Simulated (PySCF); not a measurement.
# C2H7Sb: fields and orbitals

Aim: take C2H7Sb and analyse its density (charges, bond critical points, surface potential), see where an electron leaves and enters and measure its response to a uniform field.

Computed with PySCF 2.14.0. Level: levels as typed in each script, gas phase, geometry from GFN2-xTB.

**1. The starting structure**

SMILES `C[SbH]C`, 10 atoms, charge 0, spin multiplicity 1.

Bond lengths: C1–Sb2 2.164 Å, C1–H4 1.084 Å, C1–H5 1.084 Å, C1–H6 1.084 Å, Sb2–C3 2.164 Å, Sb2–H7 1.710 Å, C3–H8 1.084 Å, C3–H9 1.084 Å, C3–H10 1.084 Å. Angles: Sb2–C1–H4 109.9°, Sb2–C1–H5 110.0°, Sb2–C1–H6 109.5°, H4–C1–H5 109.4°, H4–C1–H6 108.7°, H5–C1–H6 109.3°, C1–Sb2–C3 93.5°, C1–Sb2–H7 91.8°, C3–Sb2–H7 91.8°, Sb2–C3–H8 110.0°, Sb2–C3–H9 109.9°, Sb2–C3–H10 109.5°, H8–C3–H9 109.4°, H8–C3–H10 109.3°, H9–C3–H10 108.7°.

As a file:

```xyz
10
charge 0, multiplicity 1
C    -1.5755    1.0816   -0.0072
Sb    0.0000   -0.4009    0.0357
C     1.5754    1.0817   -0.0072
H    -2.5166    0.6131   -0.2702
H    -1.3409    1.8504   -0.7347
H    -1.6735    1.5344    0.9733
H     0.0001   -0.5306   -1.6697
H     1.3408    1.8505   -0.7347
H     2.5166    0.6133   -0.2702
H     1.6734    1.5346    0.9733
```

**2. Density, bond paths and surface potential (B3LYP/def2-svpd)**

The input, input.py:

```python
import numpy as np
from pyscf import gto, scf, dft
from pyscf.scf import atom_ks, atom_hf
from scipy.linalg import block_diag

def solve(mol, dm0=None, hcore=None):
    mf = (dft.UKS if mol.spin else dft.RKS)(mol, xc='b3lyp')
    mf.grids.level = 3
    mf = mf.density_fit(auxbasis='def2-universal-jkfit')
    mf.conv_tol, mf.max_cycle = 1e-8, 80
    if hcore is not None:
        mf.get_hcore = lambda *args: hcore
    mf.kernel(dm0)
    if not mf.converged:
        mf = mf.newton().run(mf.mo_coeff, mf.mo_occ, max_cycle=30)
    assert mf.converged, 'SCF not converged'
    return mf

mol = gto.M(atom='''
C     -1.57548     1.08156    -0.00720
Sb     0.00002    -0.40088     0.03567
C      1.57537     1.08166    -0.00720
H     -2.51664     0.61315    -0.27019
H     -1.34092     1.85041    -0.73468
H     -1.67353     1.53444     0.97330
H      0.00005    -0.53065    -1.66971
H      1.34076     1.85050    -0.73467
H      2.51656     0.61331    -0.27018
H      1.67339     1.53455     0.97330
''', basis='def2-svpd', ecp={'Sb': 'def2-svpd'}, charge=0, spin=0, verbose=4)
mf = solve(mol)
mf.analyze()
# spherically averaged free atoms, for the promolecule
atom_ks.AtomSphAverageRKS.init_guess_by_vsap = lambda self, mol=None: self.init_guess_by_minao(mol)  # core potentials
atm = atom_ks.get_atm_nrks(mol, xc='b3lyp')
pro = block_diag(*[(atm[a[0]][2] * atm[a[0]][3]) @ atm[a[0]][2].T for a in mol._atom])
np.savez('result.npz', e=mf.e_tot, c=mf.mo_coeff, occ=mf.mo_occ, eps=mf.mo_energy, pro=pro, dip=mf.dip_moment(verbose=0), s2=mf.spin_square()[0])
```

Launch:

```console
$ OMP_NUM_THREADS=1 python input.py
```

**4. Removing and adding an electron (B3LYP/def2-svpd)**

Edit input.py of step 2 so:

```diff
@@ -31,3 +31,12 @@
 mf = solve(mol)
-mf.analyze()
+out = dict(e0=mf.e_tot, dm0=mf.make_rdm1(), c=mf.mo_coeff, occ=mf.mo_occ, eps=mf.mo_energy)
+for name, dq, spin in [('cation', 1, 1)]:
+    ion = mol.copy().set(charge=mol.charge + dq, spin=spin).build()
+    mi = solve(ion)
+    if spin and dq > 0 and mol.nao < 130:
+        c, _, stable, _ = mi.stability(return_status=True)
+        if not stable:
+            mi = solve(ion, mi.make_rdm1(c, mi.mo_occ))
+    print(name, 'vertical energy change / eV', (mi.e_tot - mf.e_tot) * 27.211386)
+    out.update({'e_' + name: mi.e_tot, 'dm_' + name: mi.make_rdm1(), 's2_' + name: mi.spin_square()[0], 'eps_' + name: mi.mo_energy, 'occ_' + name: mi.mo_occ})
 # spherically averaged free atoms, for the promolecule
@@ -36,2 +45,2 @@
 pro = block_diag(*[(atm[a[0]][2] * atm[a[0]][3]) @ atm[a[0]][2].T for a in mol._atom])
-np.savez('result.npz', e=mf.e_tot, c=mf.mo_coeff, occ=mf.mo_occ, eps=mf.mo_energy, pro=pro, dip=mf.dip_moment(verbose=0), s2=mf.spin_square()[0])
+np.savez('result.npz', pro=pro, **out)
```

**6. Response to an electric field (B3LYP/def2-svpd)**

The input, input.py:

```python
import numpy as np
from pyscf import gto, scf, dft
from pyscf.scf import atom_ks, atom_hf
from scipy.linalg import block_diag

def solve(mol, dm0=None, hcore=None):
    mf = (dft.UKS if mol.spin else dft.RKS)(mol, xc='b3lyp')
    mf.grids.level = 3
    mf = mf.density_fit(auxbasis='def2-universal-jkfit')
    mf.conv_tol, mf.max_cycle = 1e-8, 80
    if hcore is not None:
        mf.get_hcore = lambda *args: hcore
    mf.kernel(dm0)
    if not mf.converged:
        mf = mf.newton().run(mf.mo_coeff, mf.mo_occ, max_cycle=30)
    assert mf.converged, 'SCF not converged'
    return mf

mol = gto.M(atom='''
C     -1.57548     1.08156    -0.00720
Sb     0.00002    -0.40088     0.03567
C      1.57537     1.08166    -0.00720
H     -2.51664     0.61315    -0.27019
H     -1.34092     1.85041    -0.73468
H     -1.67353     1.53444     0.97330
H      0.00005    -0.53065    -1.66971
H      1.34076     1.85050    -0.73467
H      2.51656     0.61331    -0.27018
H      1.67339     1.53455     0.97330
''', basis='def2-svpd', ecp={'Sb': 'def2-svpd'}, charge=0, spin=0, verbose=4)
field = np.array([0.004, 0.0, 0.0])  # atomic units
mol.set_common_orig(mol.atom_charges() @ mol.atom_coords() / mol.atom_charges().sum())
mf = solve(mol)
out = dict(dm0=mf.make_rdm1(), d0=mf.dip_moment(unit='AU'), e0=mf.e_tot)
for name, sign in (('p', 1), ('m', -1)):
    h = mf.get_hcore() + sign * np.einsum('x,xij->ij', field, mol.intor('int1e_r'))
    mi = solve(mol, mf.make_rdm1(), h)
    out.update({'dm' + name: mi.make_rdm1(), 'd' + name: mi.dip_moment(unit='AU'), 'e' + name: mi.e_tot})
# spherically averaged free atoms, for the promolecule
atom_ks.AtomSphAverageRKS.init_guess_by_vsap = lambda self, mol=None: self.init_guess_by_minao(mol)  # core potentials
atm = atom_ks.get_atm_nrks(mol, xc='b3lyp')
pro = block_diag(*[(atm[a[0]][2] * atm[a[0]][3]) @ atm[a[0]][2].T for a in mol._atom])
np.savez('result.npz', pro=pro, **out)
```

(Steps that only read results are left out.)

**Question.** What will these runs give? Wanted: dipole moment; HOMO, LUMO; vertical ionisation energy; polarisability along the field.

**Answer**, as computed:

```
                                        quantity            value
                 dipole moment (B3LYP/def2-svpd)           0.64 D
                    HOMO, LUMO (B3LYP/def2-svpd)  -6.58, -0.27 eV
    vertical ionisation energy (B3LYP/def2-svpd)          8.90 eV
polarisability along the field (B3LYP/def2-svpd)       78.9 bohr³
```

What this shows: At B3LYP/def2-svpd: The highest Hirshfeld charge is on Sb2 (+0.28 e), the lowest on C1 and C3 (−0.19 e). The ionisation energy from two SCF runs, 8.90 eV, lies 2.3 eV above −ε(HOMO) = 6.58 eV of the same level, B3LYP/def2-svpd, since self-interaction lifts this functional's HOMO. The geometry was not optimised at these levels.
